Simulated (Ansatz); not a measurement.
Crystal: SbAs.

```
Sb As
1.0
     2.03271    1.17359    3.71659
    -2.03271    1.17359    3.71659
     0.00000   -2.34718    3.71659
Sb As
1 1
Cartesian
  0.0000 0.0000 8.5954
  0.0000 0.0000 2.5544
```

The cell is a database's computed one.

- Program: Ansatz 0.2.0
- Task: relaxation of cell and atoms
- Functional: PBE
- Dispersion: D3(BJ)
- Potentials or basis: Ansatz PAW
- Cutoff: 420 eV (not typed: the program's choice for these potentials)
- k mesh: 8 × 8 × 8
- Occupations: fermi-dirac, width 0.05 eV
- Spin: no spin polarisation

At the start: volume 26.60 Å³/atom.

Q: How do energy, volume and symmetry change on relaxing?

A: It ends after 7 steps and the volume is 25.04 Å³/atom (-5.9 %); space group R3m (No. 160, to 0.05 Å).

Step by step:
```csv
step,energy change (eV),largest force (eV/Å),volume (Å³)
1,0.0000,0.1624,53.20
2,-0.0138,0.1258,48.59
3,-0.0222,0.1944,48.82
4,-0.0303,0.0387,50.36
5,-0.0308,0.0009,50.11
6,-0.0308,0.0020,50.08
7,-0.0303,0.0020,50.08
```

Final structure:
```xyz
2
Lattice="2.0302 1.1722 3.5076 -2.0302 1.1722 3.5076 0.0000 -2.3443 3.5076" Properties=species:S:1:pos:R:3 pbc="T T T"
Sb    0.0000    0.0000    8.0641
As    0.0000    0.0000    2.4587
```

Caveat: the plane-wave basis is chosen anew once the cell has moved, so the energies of steps on either side of that aren't comparable.
